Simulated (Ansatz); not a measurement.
# CH₇NSi₂: how energies converge with the basis set

Aim: see how fast density functionals converge with the basis set for CH₇NSi₂.

Computed with Ansatz 0.2.0, Gaussian basis. Level: one geometry, several basis sets.

Levels to be run: PBE0-D4/def2-SVP; ωB97M-V/def2-SVP; PBE0-D4/def2-QZVPP; ωB97M-V/def2-QZVPP; the functionals' def2-TZVPP values are taken from earlier runs.

**1. Structure used throughout**

All runs share one geometry, relaxed beforehand with PBE0-D4 in a triple-zeta def2 set.

SMILES `NC1[SiH2][SiH2]1`, 11 atoms, charge 0, spin multiplicity 1.

Atoms are counted from 1 here; the program's logs count them from 0.

Bond lengths: N1–C2 1.447 Å, N1–H5 1.012 Å, N1–H6 1.012 Å, C2–Si3 1.914 Å, C2–Si4 1.914 Å, C2–H7 1.097 Å, Si3–Si4 2.247 Å, Si3–H8 1.483 Å, Si3–H9 1.480 Å, Si4–H10 1.480 Å, Si4–H11 1.483 Å. Angles: C2–N1–H5 111.8°, C2–N1–H6 111.8°, H5–N1–H6 108.3°, N1–C2–Si3 114.9°, N1–C2–Si4 114.9°, N1–C2–H7 118.2°, Si3–C2–Si4 71.9°, Si3–C2–H7 114.2°, Si4–C2–H7 114.2°, C2–Si3–Si4 54.1°, C2–Si3–H8 116.3°, C2–Si3–H9 115.2°, Si4–Si3–H8 121.3°, Si4–Si3–H9 121.9°, H8–Si3–H9 113.7°, C2–Si4–Si3 54.1°, C2–Si4–H10 115.2°, C2–Si4–H11 116.3° and more.

**2. PBE0-D4 in def2-SVP**

in.yaml

```yaml
crystal:
  periodic: [false, false, false]
  atoms:
    - {symbol: N, position_ang: [-1.353111, 0.856232, -0.305266]}
    - {symbol: C, position_ang: [0.056485, 0.612669, -0.088523]}
    - {symbol: Si, position_ang: [0.453778, -0.638969, 1.304027]}
    - {symbol: Si, position_ang: [0.732644, -0.984273, -0.898568]}
    - {symbol: H, position_ang: [-1.531541, 1.239535, -1.224797]}
    - {symbol: H, position_ang: [-1.735248, 1.491699, 0.383539]}
    - {symbol: H, position_ang: [0.743052, 1.466751, -0.135548]}
    - {symbol: H, position_ang: [1.599945, -0.302910, 2.183381]}
    - {symbol: H, position_ang: [-0.721908, -1.163689, 2.034694]}
    - {symbol: H, position_ang: [-0.249138, -1.748781, -1.700490]}
    - {symbol: H, position_ang: [2.070242, -0.885363, -1.531748]}
basis:
  gaussian: {orbitals: def2-SVP}
hamiltonian: {xc: pbe0, dispersion: d4}
output: {orbitals: {seedname: orbitals}}
```

Launch:

```console
$ ansatz run in.yaml --threads 2 --pin off --events-out ev --progress --plain --max-ram 4352MiB
```

The runs that follow: ωB97M-V in def2-SVP; PBE0-D4 in def2-QZVPP; ωB97M-V in def2-QZVPP.

Before running them: what should the planned runs give, taken together? Wanted: PBE0-D4: double and triple zeta above quadruple; ωB97M-V: double and triple zeta above quadruple.

As calculated:

```
                                       quantity          value
PBE0-D4: double and triple zeta above quadruple  9.18, 0.69 eV
ωB97M-V: double and triple zeta above quadruple  9.30, 0.64 eV
```

For PBE0-D4 the step from double to triple zeta gains 8.50 eV and the next only 0.69 eV. These are total energies; as a rule much of such shifts cancels in differences, which this series doesn't test. The LUMO of ωB97M-V is positive and keeps falling with the basis (1.99 to 1.10 eV): an unbound level that the basis holds in place.
